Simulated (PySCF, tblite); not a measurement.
# C₃H₁₄Ge₂OSi: geometry, infrared bands, NMR shifts and electronic excitations, part 1 of 2

Wanted: the infrared bands, NMR shifts and electronic excitations of C₃H₁₄Ge₂OSi (`CC(C)O[SiH2][GeH2][GeH3]`), by calculation.

Computed with tblite 0.8.0 and PySCF 2.14.0, with density-fitted response routines of our own, on a single molecule in the gas phase. Atoms count from 0, in the outputs and in this text.

**1. Starting geometry**

21 atoms, charge 0, multiplicity 1; geometry from: force field or distance geometry start.

Bonds of the start (Å): C0–C1 1.52, C1–C2 1.50, C1–O3 1.40, O3–Si4 1.72, Si4–Ge5 2.28, Ge5–Ge6 2.39, C0–H7 1.12, C0–H8 1.11, C0–H9 1.09, C1–H10 1.09, C2–H11 1.14, C2–H12 1.09, C2–H13 1.12, Si4–H14 1.48, Si4–H15 1.47, Ge5–H16 1.55, Ge5–H17 1.56, Ge6–H18 1.57, Ge6–H19 1.54, Ge6–H20 1.56.

**2. Optimising the geometry with GFN2-xTB**

What the job is given:

```
{"job": {"kind": "relax", "xc": "GFN2-xTB", "basis": "xTB"}, "charge": 0, "multiplicity": 1}
C     -2.363300    -1.671400    -0.087000
C     -1.781500    -0.271400    -0.101200
C     -2.765800     0.585500     0.644800
O     -0.498400    -0.235000     0.449000
Si     0.544800     0.240900    -0.831500
Ge     2.425200     1.328400    -0.149800
Ge     3.983300    -0.054300     1.018200
H     -3.417100    -1.563000    -0.441800
H     -2.402500    -2.052600     0.950700
H     -1.764700    -2.299100    -0.754900
H     -1.683500     0.011900    -1.145300
H     -3.726600     0.650500     0.033200
H     -2.430000     1.603400     0.839300
H     -3.109600     0.053800     1.571000
H     -0.239600     1.163900    -1.687800
H      0.852100    -0.927900    -1.673800
H      2.106900     2.532600     0.775000
H      3.163400     1.859000    -1.419600
H      5.201700     0.844300     1.422100
H      4.527000    -1.225700     0.170900
H      3.369200    -0.556800     2.359000
```

On the command line:

```sh
$ OMP_NUM_THREADS=1 python probes_run.py task.json out
```

The driver reads the jobs from task.json and runs them one after another.

Log:

```text
step      E/eV     max force
  0    -632.36427    2.657
  1    -632.60808    1.345
  2    -632.72769    1.127
  3    -632.80552    0.977
  4    -632.94237    0.597
  5    -632.97314    0.519
  6    -633.02835    0.390
  7    -633.05458    0.492
  8    -633.10107    0.447
  9    -633.13438    0.469
 10    -633.16463    0.349
 11    -633.18402    0.309
 12    -633.20068    0.262
 13    -633.21709    0.380
 14    -633.22990    0.353
 15    -633.23805    0.212
 16    -633.24408    0.175
 17    -633.24967    0.221
 18    -633.25584    0.218
 19    -633.26207    0.186
 20    -633.26780    0.145
 21    -633.27266    0.169
 22    -633.27709    0.170
 23    -633.28209    0.168
 24    -633.28808    0.184
 25    -633.29465    0.169
 26    -633.30123    0.193
 27    -633.30733    0.177
 28    -633.31273    0.173
 29    -633.31740    0.171
 30    -633.32104    0.128
 31    -633.32386    0.105
 32    -633.32664    0.129
 33    -633.32988    0.169
 34    -633.33352    0.159
 35    -633.33723    0.120
 36    -633.34072    0.124
 37    -633.34404    0.127
 38    -633.34695    0.123
 39    -633.34913    0.080
 40    -633.35099    0.091
 41    -633.35312    0.118
 42    -633.35580    0.139
 43    -633.35881    0.129
 44    -633.36161    0.110
 45    -633.36392    0.108
 46    -633.36614    0.138
 47    -633.36858    0.159
 48    -633.37066    0.143
 49    -633.37178    0.151
 50    -633.37388    0.097
 51    -633.37559    0.100
 52    -633.37708    0.096
 53    -633.37826    0.073
 54    -633.37898    0.055
 55    -633.37951    0.054
 56    -633.38013    0.061
 57    -633.38094    0.078
 58    -633.38170    0.065
 59    -633.38228    0.055
 60    -633.38274    0.044
 61    -633.38326    0.066
 62    -633.38390    0.087
 63    -633.38458    0.071
 64    -633.38512    0.042
 65    -633.38546    0.040
 66    -633.38575    0.050
 67    -633.38610    0.048
 68    -633.38654    0.046
 69    -633.38705    0.047
 70    -633.38758    0.053
 71    -633.38805    0.049
 72    -633.38847    0.038
 73    -633.38891    0.038
 74    -633.38944    0.058
 75    -633.39007    0.076
 76    -633.39061    0.056
 77    -633.39095    0.036
 78    -633.39119    0.036
 79    -633.39146    0.047
 80    -633.39179    0.055
 81    -633.39216    0.038
 82    -633.39252    0.042
 83    -633.39284    0.039
 84    -633.39313    0.048
 85    -633.39340    0.032
 86    -633.39361    0.029
 87    -633.39379    0.030
 88    -633.39397    0.042
 89    -633.39415    0.039
 90    -633.39433    0.030
 91    -633.39449    0.032
 92    -633.39465    0.027
 93    -633.39481    0.030
 94    -633.39497    0.027
 95    -633.39509    0.024
 96    -633.39518    0.022
 97    -633.39524    0.015
 98    -633.39528    0.020
 99    -633.39532    0.018
100    -633.39535    0.013
101    -633.39538    0.015
102    -633.39542    0.015
103    -633.39546    0.014
104    -633.39551    0.015
105    -633.39556    0.023
106    -633.39561    0.021
107    -633.39565    0.013
108    -633.39568    0.012
109    -633.39572    0.016
110    -633.39578    0.022
111    -633.39583    0.021
112    -633.39587    0.013
113    -633.39590    0.011
114    -633.39591    0.009
```

Run time: 1.2 s. Hardware: 1 thread of Arm Neoverse V1, shared host; peak memory 0.18 GiB.

The steps of the relaxation: (not every step is listed)

```csv
step,energy from step 0 (eV),largest force (eV/Å)
0,0.0000,2.6570
1,-0.2438,1.3449
2,-0.3634,1.1268
3,-0.4412,0.9767
4,-0.5781,0.5972
5,-0.6089,0.5185
6,-0.6641,0.3895
7,-0.6903,0.4918
8,-0.7368,0.4474
18,-0.8916,0.2178
28,-0.9485,0.1727
38,-0.9827,0.1229
48,-1.0064,0.1431
58,-1.0174,0.0652
68,-1.0223,0.0457
78,-1.0269,0.0364
88,-1.0297,0.0422
98,-1.0310,0.0197
108,-1.0314,0.0123
109,-1.0314,0.0158
110,-1.0315,0.0218
111,-1.0316,0.0211
112,-1.0316,0.0132
113,-1.0316,0.0106
114,-1.0316,0.0094
```

Distances of close pairs at the start and the end, largest changes first:

```csv
bond,before (Å),after (Å),change (Å)
O3–Si4,1.719,1.611,-0.108
Ge6–H18,1.567,1.503,-0.064
C2–H11,1.141,1.086,-0.054
Ge6–H20,1.558,1.504,-0.054
Si4–Ge5,2.277,2.324,+0.048
Ge5–H17,1.562,1.516,-0.046
Ge6–H19,1.545,1.505,-0.040
Ge5–H16,1.551,1.513,-0.039
```

The next job starts from the end point, and lists it.

**3. Harmonic vibrations with GFN2-xTB**

What the job is given:

```
{"job": {"kind": "ir", "xc": "GFN2-xTB", "basis": "xTB"}, "charge": 0, "multiplicity": 1}
C     -2.082749    -1.619306    -0.061625
C     -1.984068    -0.111667    -0.257763
C     -2.807511     0.648615     0.775602
O     -0.645256     0.303890    -0.135986
Si     0.523415     0.250547    -1.243065
Ge     2.252212     1.243465    -0.048377
Ge     3.813280    -0.129110     1.115273
H     -3.117513    -1.941326    -0.138226
H     -1.697165    -1.888694     0.918636
H     -1.496252    -2.131364    -0.820126
H     -2.339336     0.142712    -1.266007
H     -3.855902     0.374725     0.696892
H     -2.706344     1.718761     0.613424
H     -2.450346     0.415332     1.775620
H      0.132967     0.971741    -2.460690
H      0.845633    -1.115969    -1.682684
H      1.821064     2.321591     0.921022
H      3.105076     2.062876    -0.996724
H      5.070706     0.565907     1.557172
H      4.314960    -1.294228     0.305599
H      3.294209    -0.771555     2.372604
```

Log:

```text
mode    cm-1     km/mol
  1      -5.6      0.05
  2      17.9      0.06
  3      41.8      0.02
  4      60.3      0.25
  5      72.1      0.68
  6      81.9      1.25
  7     171.6      1.52
  8     181.7      0.03
  9     223.4      0.20
 10     247.1     21.89
 11     258.2     13.15
 12     326.7      0.23
 13     369.4     25.47
 14     379.4      3.78
 15     393.4      9.96
 16     414.4      6.50
 17     451.8      9.30
 18     474.0     17.35
 19     596.8    614.66
 20     600.0    172.35
 21     637.2    257.37
 22     748.2    250.52
 23     769.5     31.25
 24     806.8    544.74
 25     837.1    288.21
 26     877.2    145.74
 27     878.9     97.81
 28     886.7    143.87
 29     923.1     13.67
 30     940.0      1.56
 31     970.2      0.86
 32    1057.1    134.57
 33    1150.6     27.06
 34    1157.6    146.60
 35    1174.1     86.79
 36    1325.3     16.36
 37    1329.9     22.44
 38    1393.6     16.64
 39    1405.5     11.25
 40    1473.8      1.82
 41    1483.6      4.96
 42    1486.8      0.03
 43    1497.9      4.67
 44    1852.4    283.38
 45    1896.8    334.33
 46    1922.0    440.83
 47    1989.2    651.82
 48    1994.5    607.77
 49    2162.6    382.19
 50    2204.7    219.64
 51    2877.1     69.76
 52    3038.0      5.96
 53    3042.8      2.85
 54    3043.6     32.99
 55    3044.3     17.64
 56    3045.5     23.38
 57    3048.4     70.83
```

Wall time 1.1 s (1 thread of Arm Neoverse V1, shared host); peak memory 0.18 GiB.

The strongest bands and the atoms that carry them (share of the mass-weighted mode):

```csv
cm⁻¹,km/mol,atoms
597,614.7,"H16 42 %, H14 31 %, H15 10 %"
807,544.7,"H20 28 %, H18 27 %, H19 26 %"
837,288.2,"H15 43 %, H14 42 %"
1897,334.3,"H19 32 %, H20 30 %, H18 29 %"
1922,440.8,"H16 58 %, H17 39 %"
1989,651.8,"H19 57 %, H20 37 %"
1994,607.8,"H18 65 %, H20 27 %"
2163,382.2,"H15 80 %, H14 16 %"
```

**4. Geometry optimisation at PBE0-D3(BJ)/def2-SVP**

What the job is given:

```
{"job": {"xc": "PBE0", "basis": "def2-SVP", "d3": "d3bj", "grid": 1, "shake": 0.01, "kind": "geom"}, "charge": 0, "multiplicity": 1}
C     -2.062340    -1.644860    -0.057440
C     -1.989750    -0.116190    -0.259920
C     -2.827710     0.646300     0.766950
O     -0.612030     0.306150    -0.139510
Si     0.520600     0.243870    -1.253620
Ge     2.248300     1.248280    -0.050760
Ge     3.822860    -0.131110     1.115520
H     -3.102050    -1.935870    -0.143280
H     -1.698990    -1.883290     0.937990
H     -1.498950    -2.133800    -0.810100
H     -2.348200     0.139790    -1.257180
H     -3.850100     0.375640     0.703590
H     -2.734630     1.728970     0.603830
H     -2.467030     0.418100     1.782630
H      0.128520     0.960980    -2.460430
H      0.845110    -1.101910    -1.675210
H      1.823000     2.332710     0.918970
H      3.095820     2.068720    -0.990900
H      5.068560     0.558080     1.559460
H      4.290020    -1.287330     0.310510
H      3.277820    -0.770940     2.362960
```

Log:

```text
step   0  E = -4639.86825933  max force = 0.059532
step   1  E = -4639.88594340  max force = 0.007090
step   2  E = -4639.88682916  max force = 0.002076
step   3  E = -4639.88700875  max force = 0.000932
step   4  E = -4639.88717466  max force = 0.001495
step   5  E = -4639.88733150  max force = 0.001434
step   6  E = -4639.88757480  max force = 0.001363
step   7  E = -4639.88813357  max force = 0.001983
step   8  E = -4639.88842674  max force = 0.002107
step   9  E = -4639.88863228  max force = 0.001117
step  10  E = -4639.88887705  max force = 0.001705
step  11  E = -4639.88895354  max force = 0.001350
step  12  E = -4639.88904683  max force = 0.001181
step  13  E = -4639.88914213  max force = 0.000892
step  14  E = -4639.88928372  max force = 0.001295
step  15  E = -4639.88938943  max force = 0.001098
step  16  E = -4639.88947948  max force = 0.000670
step  17  E = -4639.88953788  max force = 0.000414
step  18  E = -4639.88916578  max force = 0.002369
step  19  E = -4639.88947996  max force = 0.001684
step  20  E = -4639.88956072  max force = 0.000650
step  21  E = -4639.88956966  max force = 0.000415
optimisation converged
```

It took 13 min on 1 thread of Arm Neoverse V1, shared host; peak memory 1.3 GiB.

The steps of the relaxation: (the energy doesn't fall at every step)

```csv
step,energy from step 0 (eV),largest force component (eV/Å)
0,0.0000,3.0613
1,-0.4812,0.3646
2,-0.5053,0.1068
3,-0.5102,0.0479
4,-0.5147,0.0769
5,-0.5190,0.0737
6,-0.5256,0.0701
7,-0.5408,0.1020
8,-0.5488,0.1083
9,-0.5544,0.0574
10,-0.5610,0.0877
11,-0.5631,0.0694
12,-0.5657,0.0607
13,-0.5682,0.0459
14,-0.5721,0.0666
15,-0.5750,0.0565
16,-0.5774,0.0345
17,-0.5790,0.0213
18,-0.5689,0.1218
19,-0.5774,0.0866
20,-0.5796,0.0334
21,-0.5799,0.0213
```

Close pairs (by a distance rule), those that changed most:

```csv
bond,before (Å),after (Å),change (Å)
O3–Si4,1.590,1.671,+0.081
Ge6–H19,1.484,1.539,+0.055
Si4–H15,1.447,1.500,+0.053
Ge6–H18,1.491,1.542,+0.051
Si4–Ge5,2.333,2.374,+0.042
Si4–H14,1.458,1.499,+0.041
C0–H9,1.060,1.101,+0.041
C2–H11,1.060,1.100,+0.041
```

The final coordinates are the input of the step that follows.

```csv
at the end point,value
point group (found at 0.08 Å tolerance),C1
"rotational constants (GHz, main isotopes)","1.236, 0.539, 0.412"
dipole moment (D),1.46
```

**5. Nuclear shieldings: PBE0/pcSseg-1**

What the job is given:

```
{"job": {"kind": "nmr", "xc": "PBE0", "basis": "pcSseg-1"}, "charge": 0, "multiplicity": 1}
C     -1.857192    -1.620572    -0.438789
C     -1.710001    -0.139675    -0.135199
C     -2.253998     0.231993     1.229177
O     -0.342123     0.238330    -0.165267
Si     0.580044     0.520776    -1.529613
Ge     2.663922     1.160704    -0.588380
Ge     2.658187     0.177798     1.627596
H     -2.914514    -1.924196    -0.410120
H     -1.302621    -2.214300     0.304523
H     -1.461184    -1.865784    -1.435926
H     -2.259677     0.438886    -0.905478
H     -3.324459    -0.009579     1.306056
H     -2.120810     1.307262     1.415245
H     -1.711987    -0.320176     2.012604
H     -0.068271     1.563761    -2.389175
H      0.732471    -0.714816    -2.365689
H      2.797476     2.693047    -0.484590
H      3.850092     0.636447    -1.421608
H      4.053251     0.263225     2.278870
H      2.258979    -1.305531     1.528465
H      1.646833     0.911013     2.523738
```

Level: GIAO PBE0/pcSseg-1 NMR shielding, non-relativistic, gas phase.

Log:

```text
coarse grid: 76576 points
cycle   1  E = -4639.9966401505  dE = -1.030e+00  |g| = 1.341e+00  |ddm| = 4.101e+00
cycle   2  E = -4639.8017344077  dE =  1.949e-01  |g| = 1.603e+00  |ddm| = 1.996e+00
cycle   3  E = -4640.1339149280  dE = -3.322e-01  |g| = 3.524e-01  |ddm| = 1.602e+00
cycle   4  E = -4640.1552446970  dE = -2.133e-02  |g| = 8.029e-02  |ddm| = 3.066e-01
cycle   5  E = -4640.1559809043  dE = -7.362e-04  |g| = 1.291e-02  |ddm| = 6.517e-02
cycle   6  E = -4640.1560107447  dE = -2.984e-05  |g| = 3.994e-03  |ddm| = 1.639e-02
cycle   7  E = -4640.1560147462  dE = -4.001e-06  |g| = 9.116e-04  |ddm| = 4.246e-03
final grid: 158048 points
cycle   8  E = -4640.1559931698  dE = -2.922e-08  |g| = 1.051e-03  |ddm| = 2.390e-03
cycle   9  E = -4640.1559930652  dE =  1.046e-07  |g| = 1.288e-03  |ddm| = 1.831e-03
cycle  10  E = -4640.1559934014  dE = -3.362e-07  |g| = 1.013e-04  |ddm| = 1.033e-03
cycle  11  E = -4640.1559934032  dE = -1.850e-09  |g| = 2.704e-05  |ddm| = 1.009e-04
cycle  12  E = -4640.1559934034  dE = -1.228e-10  |g| = 4.117e-06  |ddm| = 2.350e-05
converged SCF energy = -4640.1559934034

GIAO shielding tensors (ppm)
atom      isotropic    diamagn.    paramagn.     s11        s22        s33       span
  0 C      160.688     248.522     -87.834    143.643    155.014    183.409     39.766
  1 C      113.143     238.864    -125.721     85.570     96.178    157.681     72.110
  2 C      157.341     247.299     -89.958    138.507    149.855    183.660     45.153
  3 O      279.888     403.850    -123.962    240.712    289.756    309.196     68.483
  4 Si     369.356     880.901    -511.545    288.162    357.394    462.512    174.350
  5 Ge    1683.462    2761.423   -1077.961   1663.083   1689.987   1697.315     34.232
  6 Ge    1652.288    2757.089   -1104.801   1645.239   1649.636   1661.988     16.749
  7 H       30.346      28.629       1.717     26.038     27.683     37.317     11.279
  8 H       30.276      30.882      -0.606     27.261     29.209     34.358      7.097
  9 H       29.602      30.484      -0.882     24.936     29.132     34.738      9.802
 10 H       27.593      30.478      -2.885     24.362     26.773     31.643      7.282
 11 H       30.377      28.476       1.901     25.982     27.796     37.353     11.371
 12 H       29.815      30.090      -0.275     26.028     28.198     35.221      9.193
 13 H       30.069      30.668      -0.599     26.954     29.453     33.800      6.846
 14 H       25.933      29.278      -3.346     21.966     24.553     31.278      9.312
 15 H       25.872      29.927      -4.055     21.355     25.552     30.710      9.355
 16 H       27.718      30.285      -2.567     21.731     21.825     39.597     17.867
 17 H       27.865      30.109      -2.244     21.605     21.925     40.064     18.459
 18 H       27.551      28.453      -0.902     20.749     21.960     39.943     19.194
 19 H       27.601      29.732      -2.132     20.901     23.664     38.237     17.336
 20 H       27.589      29.636      -2.047     20.921     23.565     38.281     17.361
```

Run time: 68 s. Hardware: 1 thread of Arm Neoverse V1, shared host; peak memory 1.3 GiB.

The references, computed at this level on geometries of the same kind, shield at (ppm): ¹H TMS 31.27, ¹³C TMS 184.4, ²⁹Si TMS 352.0, ¹⁷O H2O 334.6, ⁷³Ge GeMe4 1330. Their shielding less the atom's gives the shift. The references are single molecules in the gas phase, so shifts against H2O, NH3, PH3, H3PO4 or CFCl3 are not on the usual liquid scales and can be off by tens of ppm. Atoms listed in one row are averaged.

```csv
atoms,environment,σ (ppm),δ (ppm)
C1,sp3 CH bonded to O,113.1,71.3
"C0, C2",methyl carbon,159.0,25.4
"H14, H15","hydrogen on a silicon bonded to Ge, O",25.90,5.36
"H18, H19, H20",hydrogen on a germanium bonded to Ge,27.58,3.69
H10,hydrogen on an sp3 CH bonded to O,27.59,3.67
"H16, H17","hydrogen on a germanium bonded to Ge, Si",27.79,3.48
"H7, H8, H9, H11, H12, H13",hydrogen on a methyl carbon,30.08,1.19
O3,"oxygen bonded to C, Si",279.9,54.7
Si4,"silicon bonded to Ge, O, 2 H",369.4,-17.4
Ge6,"germanium bonded to Ge, 3 H",1652,-322
Ge5,"germanium bonded to Ge, Si, 2 H",1683,-353
```

Charges from the same density, by scheme (e):

```csv
atoms,Mulliken,IAO,Hirshfeld,ESP fit
"C0, C2",-0.24,-0.42,-0.12,-0.59
C1,-0.03,0.11,0.05,0.57
O3,-0.65,-0.65,-0.22,-0.42
Si4,0.78,0.72,0.30,0.40
Ge5,-0.32,0.06,0.14,0.04
Ge6,0.02,0.22,0.20,0.09
```

Mayer bond orders: C0–C1 1.04, C1–C2 1.04, C1–O3 0.85, O3–Si4 0.93, Si4–Ge5 0.87, Ge5–Ge6 0.91.

**6. TDDFT and polarisability: CAM-B3LYP/def2-SVPD**

The job, as its differences from that of step 5:

```diff
@@ -1,2 +1,2 @@
-{"job": {"kind": "nmr", "xc": "PBE0", "basis": "pcSseg-1"}, "charge": 0, "multiplicity": 1}
+{"job": {"kind": "uv", "xc": "CAM-B3LYP", "basis": "def2-SVPD", "ip": true}, "charge": 0, "multiplicity": 1}
 C     -1.857192    -1.620572    -0.438789
```

Method: TDDFT CAM-B3LYP/def2-SVPD, vertical, gas phase, core orbitals frozen in the response.

Log:

```text
coarse grid: 76576 points
cycle   1  E = -4640.7866085519  dE = -8.646e-01  |g| = 8.401e-01  |ddm| = 6.172e+00
cycle   2  E = -4640.7103453721  dE =  7.626e-02  |g| = 1.078e+00  |ddm| = 2.164e+00
cycle   3  E = -4640.9011306569  dE = -1.908e-01  |g| = 1.327e-01  |ddm| = 1.295e+00
cycle   4  E = -4640.9040190862  dE = -2.888e-03  |g| = 3.971e-02  |ddm| = 1.865e-01
cycle   5  E = -4640.9042624265  dE = -2.433e-04  |g| = 5.161e-03  |ddm| = 5.865e-02
cycle   6  E = -4640.9042678264  dE = -5.400e-06  |g| = 1.718e-03  |ddm| = 1.256e-02
final grid: 158048 points
cycle   7  E = -4640.9042323545  dE = -3.428e-07  |g| = 1.549e-03  |ddm| = 8.885e-03
cycle   8  E = -4640.9042324389  dE = -8.447e-08  |g| = 1.473e-03  |ddm| = 4.386e-03
cycle   9  E = -4640.9042328390  dE = -4.001e-07  |g| = 7.719e-05  |ddm| = 2.030e-03
cycle  10  E = -4640.9042328402  dE = -1.160e-09  |g| = 2.321e-05  |ddm| = 1.302e-04
cycle  11  E = -4640.9042328404  dE = -1.637e-10  |g| = 1.351e-05  |ddm| = 6.868e-05
converged SCF energy = -4640.9042328404

Static polarisability (au): isotropic 137.103, principal 117.019 141.760 152.530

Singlet excitations
state   eV       nm        f      main configurations
  1   6.3452    195.4   0.16825   H->L 0.77
  2   6.8166    181.9   0.01073   H->L+1 0.43, H->L+3 0.40
  3   6.9100    179.4   0.02780   H-1->L 0.66
  4   7.0151    176.7   0.11092   H->L+1 0.45, H->L+3 0.25, H->L+2 0.17
  5   7.1576    173.2   0.12527   H->L+2 0.34, H-2->L 0.24, H->L+4 0.13
  6   7.3487    168.7   0.24557   H-2->L 0.34, H->L+2 0.25, H->L+3 0.12
  7   7.5799    163.6   0.09326   H->L+4 0.32, H-2->L+2 0.11, H-2->L 0.10
  8   7.6823    161.4   0.04237   H-1->L+1 0.39, H->L+4 0.09, H->L+6 0.09
  9   7.7864    159.2   0.10780   H-3->L 0.20, H-2->L+2 0.18, H-1->L+2 0.12
 10   7.8161    158.6   0.03092   H->L+6 0.52

Triplet excitations (Tamm-Dancoff, eV): 5.6304 6.2872 6.4335 6.4875
Vertical ionisation energy (delta-SCF) = 9.4184 eV
```

It took 12 min on 1 thread of Arm Neoverse V1, shared host; peak memory 1.7 GiB.

Frontier orbitals and where they lie:

```csv
orbital,eV,atoms
HOMO−3,-10.25,"O3 25 %, C1 13 %, C2 10 %"
HOMO−2,-9.70,"Ge5 24 %, O3 20 %, Ge6 10 %"
HOMO−1,-9.48,"O3 38 %, Si4 12 %, H15 9 %"
HOMO,-8.78,"Ge5 32 %, Ge6 22 %, Si4 19 %"
LUMO,0.47,"Ge6 20 %, Si4 19 %, Ge5 17 %"
LUMO+1,0.96,"Ge5 30 %, Ge6 22 %, Si4 10 %"
LUMO+2,1.17,"Ge5 20 %, Si4 19 %, Ge6 10 %"
```

With each of the 10 states as a Gaussian band of 0.4 eV half-width at 1/e, the curve within the window shown has maxima at 169 nm (ε 22,000) L/(mol cm). Beyond the last state computed it falls off for lack of states. The curve at chosen wavelengths:

| nm | ε (L/mol/cm) |
| --- | --- |
| 153 | 4351 |
| 156 | 8383 |
| 158 | 11441 |
| 161 | 15812 |
| 163 | 18250 |
| 166 | 20844 |
| 168 | 21707 |
| 171 | 21504 |
| 173 | 20381 |
| 176 | 17562 |
| 178 | 15293 |
| 181 | 12023 |
| 183 | 10278 |
| 186 | 8599 |
| 188 | 8064 |
| 191 | 7799 |
| 193 | 7720 |
| 196 | 7383 |
| 198 | 6907 |
| 201 | 5833 |
| 203 | 4964 |
| 206 | 3626 |
| 208 | 2809 |
| 211 | 1794 |
| 213 | 1277 |
| 216 | 725 |

Ground-state properties from the same run:

```csv
property,computed
dipole moment (D),1.50
polarisability (Å³),20.32
HOMO–LUMO gap (eV),9.25
−ε(HOMO) (eV),8.78
```

(Continued in part 2 of 2.)
